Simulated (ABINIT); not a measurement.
# RbP2 (P4/mmm) in ABINIT: a series of runs, part 2 of 2

ABINIT 10.8.3 (patched build). Earlier steps stand in the parts before.

### Step 5. Relaxation of cell and atoms, PBEsol

Input file run.abi:

```
# Pseudopotentials
pp_dirpath "./"
pseudos "Rb.upf, P.upf"

# Structure
acell 3*1.0
rprim
     6.6391936909     0.0000000000     0.0000000000
     0.0000000000     6.6391936909     0.0000000000
     0.0000000000     0.0000000000    11.1134982362
ntypat 2
znucl 37 15
natom 3
typat 1 2 2
chkprim 0
chksymtnons 0
tolsym 1.0e-6
xred
            1/2            1/2            0.0
            0.0            1/2            1/2
            1/2            0.0            1/2

# Plane-wave basis
ecut 625.861884 eV
ecutsm 0.5

# k points
kptopt 1
ngkpt 6 6 4
nshiftk 1
shiftk 0.0 0.0 0.0

# Exchange and correlation
ixc -116133

# Bands and occupations
nband 14
occopt 3
tsmear 0.00183747

# SCF cycle
nstep 80
tolvrs 1.0e-12

# Output
iomode 3
prteig 0
prtebands 0
prtwf 0
prtden 0

# Relaxation
ionmov 2
optcell 2
ntime 50
tolmxf 2.0e-5
dilatmx 1.08
```

Potentials or basis: PseudoDojo NC SR PBEsol v0.4 stringent.

On the command line:

```bash
abinit run.abi > log 2>&1
```

Wall time 4.9 min (1 thread of Arm Neoverse V1, shared host); peak memory 0.09 GiB.

Results (log left out):

```yaml
Free_energy: -1112.7879 eV
Relaxed_volume: 22.47 Å³/atom
Relaxed_cell: a = 3.414 Å, b = 3.414 Å, c = 5.784 Å, α = 90.00°, β = 90.00°, γ = 90.00°
Space_group_after_relaxing_to_0.05_Å: P4/mmm (No. 123)
Energy_gained_by_relaxing: 17.5 meV/atom
Ionic_steps: 9
Pressure_after_relaxing: 0.0 GPa
Band_gap_on_the_k_mesh: none (metal or under the smearing width)
```

Step by step:
| step | energy change (eV) | largest force (eV/Å) | pressure (GPa) | volume (Å³) |
| --- | --- | --- | --- | --- |
| 1 | 0.0000 | 0.0000 | -2.82 | 72.59 |
| 2 | -0.0108 | 0.0000 | -2.56 | 71.97 |
| 3 | -0.0498 | 0.0000 | 0.81 | 66.38 |
| 4 | -0.0522 | 0.0000 | -0.12 | 67.57 |
| 5 | -0.0523 | 0.0000 | 0.02 | 67.39 |
| 6 | -0.0523 | 0.0000 | 0.04 | 67.35 |
| 7 | -0.0524 | 0.0000 | 0.05 | 67.34 |
| 8 | -0.0524 | 0.0000 | 0.02 | 67.38 |
| 9 | -0.0524 | 0.0000 | 0.00 | 67.41 |

Final structure:
```yaml
crystal:
  lattice:
    - [3.41378, 0.00000, 0.00000]
    - [0.00000, 3.41378, 0.00000]
    - [0.00000, 0.00000, 5.78436]
  atoms:
    - { symbol: Rb, position: [0.50000, 0.50000, 0.00000] }
    - { symbol: P, position: [0.00000, 0.50000, 0.50000] }
    - { symbol: P, position: [0.50000, 0.00000, 0.50000] }
```

### Step 6. Single point, PBEsol (cell relaxed)

Input file run.abi:

```
# Pseudopotentials
pp_dirpath "./"
pseudos "Rb.upf, P.upf"

# Structure
acell 3.41378018 3.41378018 5.78436039 Angstrom
rprim
     1.0000000000     0.0000000000     0.0000000000
     0.0000000000     1.0000000000     0.0000000000
     0.0000000000     0.0000000000     1.0000000000
ntypat 2
znucl 37 15
natom 3
typat 1 2 2
xred
     0.5000000000     0.5000000000     0.0000000000
     0.0000000000     0.5000000000     0.5000000000
     0.5000000000     0.0000000000     0.5000000000
chkprim 0
chksymtnons 0
tolsym 1.0e-6

# Plane-wave basis
ecut 23.0

# k points
kptopt 1
ngkpt 6 6 4
nshiftk 1
shiftk 0.0 0.0 0.0

# Exchange and correlation
ixc -116133

# Bands and occupations
nband 14
occopt 3
tsmear 0.05 eV

# SCF cycle
nstep 100
tolvrs 1.0e-10

# Output
iomode 3
prtwf 0
prteig 0
prtebands 0
enunit 2
prtvol 2
prtden 1
prtvha 1
prtvclmb 1
prtpot 1
prtelf 1
```

Potentials or basis: PseudoDojo NC SR PBEsol v0.4 stringent.

On the command line:

```bash
abinit run.abi > log 2>&1
```

run.abo:

```text
.Version 10.8.3 of ABINIT
 Symmetries : space group P4/m m m (#123); Bravais tP (primitive tetrag.)
================================================================================
 Values of the parameters that define the memory need of the present run
     intxc =       0    ionmov =       0      iscf =       7    lmnmax =       6
     lnmax =       6     mgfft =      48  mpssoang =       3    mqgrid =    3001
     natom =       3  nloc_mem =       1    nspden =       1   nspinor =       1
    nsppol =       1      nsym =      16    n1xccc =    2501    ntypat =       2
    occopt =       3   xclevel =       2
       mpw =        2414          nfft =       43200          nkpt =          30
================================================================================
================================================================================

--------------------------------------------------------------------------------
------------- Echo of variables that govern the present computation ------------
--------------------------------------------------------------------------------
 -outvars: echo values of preprocessed input variables --------
            acell      6.4511095943E+00  6.4511095943E+00  1.0930856951E+01 Bohr
              amu      8.54678000E+01  3.09737620E+01
          chkprim           0
      chksymtnons           0
             ecut      2.30000000E+01 Hartree
           enunit           2
              ixc     -116133
         kptrlatt        6    0    0      0    6    0      0    0    4
          kptrlen      3.87066576E+01
            natom           3
            nband          14
            ngfft          30      30      48
             nkpt          30
            nstep         100
             nsym          16
           ntypat           2
           occopt           3
        prtebands           0
           prteig           0
           prtelf           1
           prtpot           1
         prtvclmb           1
           prtvha           1
           prtvol           2
            prtwf           0
          spgroup         123
           tolsym      1.00000000E-06
           tolvrs      1.00000000E-10
           tsmear      1.83746611E-03 Hartree
            typat      1  2  2
           xangst      1.7068900900E+00  1.7068900900E+00  0.0000000000E+00
                       0.0000000000E+00  1.7068900900E+00  2.8921801950E+00
                       1.7068900900E+00  0.0000000000E+00  2.8921801950E+00
            xcart      3.2255547971E+00  3.2255547971E+00  0.0000000000E+00
                       0.0000000000E+00  3.2255547971E+00  5.4654284753E+00
                       3.2255547971E+00  0.0000000000E+00  5.4654284753E+00
             xred      5.0000000000E-01  5.0000000000E-01  0.0000000000E+00
                       0.0000000000E+00  5.0000000000E-01  5.0000000000E-01
                       5.0000000000E-01  0.0000000000E+00  5.0000000000E-01
            znucl       37.00000   15.00000

================================================================================

 chkinp: Checking input parameters for consistency.

================================================================================
== DATASET  1 ==================================================================

--- !DatasetInfo
iteration_state: {dtset: 1, }
dimensions: {natom: 3, nkpt: 30, mband: 14, nsppol: 1, nspinor: 1, nspden: 1, mpw: 2414, }
cutoff_energies: {ecut:  23.0, pawecutdg:  -1.0, }
[... 393 lines left out ...]
   2.00000    2.00000    2.00000    2.00000    2.00000    2.00000    2.00000    2.00000
   2.00000    0.87557    0.00000    0.00000    0.00000    0.00000
 kpt#  29, nband= 14, wtk=  0.02778, kpt=  0.5000  0.3333  0.5000 (reduced coord)
  -0.83166   -0.28249   -0.26898   -0.25083   -0.17901   -0.16841   -0.00720   -0.00627
   0.14707    0.15030    0.24833    0.33595    0.33817    0.37628
      occupation numbers for kpt#  29
   2.00000    2.00000    2.00000    2.00000    2.00000    2.00000    2.00000    2.00000
   2.00000    2.00000    0.00000    0.00000    0.00000    0.00000
 kpt#  30, nband= 14, wtk=  0.00694, kpt=  0.5000  0.5000  0.5000 (reduced coord)
  -0.83027   -0.28003   -0.28003   -0.24406   -0.15212   -0.15212   -0.05640   -0.04966
   0.17016    0.17016    0.21214    0.29527    0.35649    0.35649
      occupation numbers for kpt#  30
   2.00000    2.00000    2.00000    2.00000    2.00000    2.00000    2.00000    2.00000
   1.99987    1.99987    0.00000    0.00000    0.00000    0.00000
 Fermi (or HOMO) energy (eV) =   5.11294   Average Vxc (eV)=  -9.62220
 Eigenvalues (   eV  ) for nkpt=  30  k points:
 kpt#   1, nband= 14, wtk=  0.00694, kpt=  0.0000  0.0000  0.0000 (reduced coord)
 -22.89815   -8.90401   -7.11563   -6.43567   -6.43567    1.30967    1.40077    1.93741
   1.93741    5.24826    7.82342    8.00666    8.69371   11.25390
 kpt#   2, nband= 14, wtk=  0.02778, kpt=  0.1667  0.0000  0.0000 (reduced coord)
 -22.85991   -8.59345   -7.04040   -6.81668   -6.40025   -1.09034    1.49027    2.24750
   3.72136    5.93505    6.75437    9.05338    9.36645    9.65121
 kpt#   3, nband= 14, wtk=  0.02778, kpt=  0.3333  0.0000  0.0000 (reduced coord)
 -22.78176   -7.89335   -7.25005   -6.88288   -6.32807   -3.72537    2.00692    3.17763
   4.88080    5.14931    6.89146    7.26088    9.07867    9.94981
 kpt#   4, nband= 14, wtk=  0.01389, kpt=  0.5000  0.0000  0.0000 (reduced coord)
 -22.74181   -7.98006   -6.80023   -6.29129   -6.01602   -5.77023    2.53127    3.84363
   4.71080    4.74335    6.52406    6.99737    8.61102    9.70204
 kpt#   5, nband= 14, wtk=  0.02778, kpt=  0.1667  0.1667  0.0000 (reduced coord)
 -22.82212   -8.29042   -6.96833   -6.77550   -6.76510   -1.45172    0.56916    1.67821
   5.86533    6.21311    6.52702    7.19744    9.76667   10.13590
 kpt#   6, nband= 14, wtk=  0.05556, kpt=  0.3333  0.1667  0.0000 (reduced coord)
 -22.74492   -7.72871   -7.09439   -6.81775   -6.64736   -3.49595    0.87623    2.21528
[... 58 lines left out ...]
 kpt#  26, nband= 14, wtk=  0.05556, kpt=  0.3333  0.1667  0.5000 (reduced coord)
 -22.74407   -7.85476   -7.49991   -6.70378   -6.08135   -3.51208    0.89433    1.83904
   4.46596    5.10041    7.89320    8.38673    8.93940   10.45114
 kpt#  27, nband= 14, wtk=  0.02778, kpt=  0.5000  0.1667  0.5000 (reduced coord)
 -22.70475   -7.81559   -7.17953   -6.65858   -5.69315   -5.04470    2.30757    2.39704
   3.15233    3.51650    8.40281    8.77294    9.58248    9.79170
 kpt#  28, nband= 14, wtk=  0.02778, kpt=  0.3333  0.3333  0.5000 (reduced coord)
 -22.66904   -7.40766   -7.35337   -7.21041   -5.71261   -3.47986   -0.90889    1.81732
   2.74821    5.12545    7.11849    9.33543    9.77981   10.10465
 kpt#  29, nband= 14, wtk=  0.02778, kpt=  0.5000  0.3333  0.5000 (reduced coord)
 -22.63072   -7.68686   -7.31943   -6.82552   -4.87103   -4.58272   -0.19579   -0.17071
   4.00196    4.08995    6.75728    9.14178    9.20208   10.23922
 kpt#  30, nband= 14, wtk=  0.00694, kpt=  0.5000  0.5000  0.5000 (reduced coord)
 -22.59293   -7.62000   -7.62000   -6.64118   -4.13928   -4.13928   -1.53480   -1.35141
   4.63031    4.63031    5.77264    8.03472    9.70065    9.70065
 Total charge density [el/Bohr^3]
)     Maximum=    3.1583E-01  at reduced coord.    0.5667    0.6333    0.9583
)Next maximum=    3.1583E-01  at reduced coord.    0.4333    0.6333    0.9583
)     Minimum=    1.0107E-03  at reduced coord.    0.0000    0.0000    0.0000
)Next minimum=    1.0298E-03  at reduced coord.    0.0000    0.0000    0.0208
   Integrated=    1.9000E+01

--- !EnergyTerms
iteration_state     : {dtset: 1, }
comment             : Components of total free energy in Hartree
kinetic             :  1.23802503590011E+01
hartree             :  4.86089049456241E+00
xc                  : -1.11476441868070E+01
Ewald energy        : -3.33862895192916E+01
psp_core            :  2.05109884484154E+00
local_psp           : -1.65833541487654E+01
non_local_psp       :  9.31268447812994E-01
internal            : -4.08937797086460E+01
'-kT*entropy'       : -4.22446772612584E-04
total_energy        : -4.08942021554186E+01
total_energy_eV     : -1.11278793007233E+03
band_energy         : -3.31886647149424E+00
...

 Cartesian components of stress tensor (hartree/bohr^3)
  sigma(1 1)=  5.84510897E-08  sigma(3 2)=  0.00000000E+00
  sigma(2 2)=  5.84510897E-08  sigma(3 1)=  0.00000000E+00
  sigma(3 3)=  1.78298807E-07  sigma(2 1)=  0.00000000E+00

-Cartesian components of stress tensor (GPa)         [Pressure= -2.8950E-03 GPa]
- sigma(1 1)=  1.71969043E-03  sigma(3 2)=  0.00000000E+00
- sigma(2 2)=  1.71969043E-03  sigma(3 1)=  0.00000000E+00
- sigma(3 3)=  5.24573201E-03  sigma(2 1)=  0.00000000E+00

== END DATASET(S) ==============================================================
================================================================================

 -outvars: echo values of variables after computation  --------
            acell      6.4511095943E+00  6.4511095943E+00  1.0930856951E+01 Bohr
           etotal     -4.0894202155E+01
            fcart     -0.0000000000E+00 -0.0000000000E+00 -0.0000000000E+00
                      -0.0000000000E+00 -0.0000000000E+00 -0.0000000000E+00
                      -0.0000000000E+00 -0.0000000000E+00 -0.0000000000E+00
           strten      5.8451089693E-08  5.8451089691E-08  1.7829880701E-07
                       0.0000000000E+00  0.0000000000E+00  0.0000000000E+00
           xangst      1.7068900900E+00  1.7068900900E+00  0.0000000000E+00
                       0.0000000000E+00  1.7068900900E+00  2.8921801950E+00
                       1.7068900900E+00  0.0000000000E+00  2.8921801950E+00
             xred      5.0000000000E-01  5.0000000000E-01  0.0000000000E+00
                       0.0000000000E+00  5.0000000000E-01  5.0000000000E-01
                       5.0000000000E-01  0.0000000000E+00  5.0000000000E-01
 Calculation completed.
```

It took 29 s on 1 thread of Arm Neoverse V1, shared host; peak memory 0.07 GiB.

What came out:

* Free energy: -1112.7879 eV
* Pressure: 0.0 GPa
* Band gap on the k mesh: none (metal or under the smearing width)
* Valence electrons inside the program's atomic spheres: Rb 6.06; P 2.72

### Step 7. Summary

| task | level | potentials or basis | cell | cutoff (eV) | cell freedom (optcell) | optimiser (ionmov) | cutoff smearing ecutsm (Ha) | force stop (Ha/bohr) | gap on the mesh (eV) | pressure (GPa) | relaxed volume (Å³/atom) |
| --- | --- | --- | --- | --- | --- | --- | --- | --- | --- | --- | --- |
| relaxation of cell and atoms | RPBE | SG15 NC PBE v1.2 | relaxed | 816 | 2 | 2 | 0.5 | 2e-05 | none | 0.0 | 24.60 |
| single point | RPBE | SG15 NC PBE v1.2 | cell relaxed | 816 | - | - | - | - | none | 0.0 | - |
| single point | AM05 | PseudoDojo NC SR PBEsol v0.4.1 standard | cell squeezed | 517 | - | - | - | - | none | -1.6 | - |
| relaxation of cell and atoms | PBEsol | PseudoDojo NC SR PBEsol v0.4 stringent | relaxed | 626 | 2 | 2 | 0.5 | 2e-05 | none | 0.0 | 22.47 |
| single point | PBEsol | PseudoDojo NC SR PBEsol v0.4 stringent | cell relaxed | 626 | - | - | - | - | none | 0.0 | - |

Alike in all rows: no spin polarisation; k mesh 6 × 6 × 4; smearing fermi-dirac 0.05 eV.

Caveats: the potentials were made for another functional, which shifts forces and pressure (some runs); the cutoff is short for stress, so the pressure is rough (some runs).

Absolute energies hang on the potentials; compare differences alone.
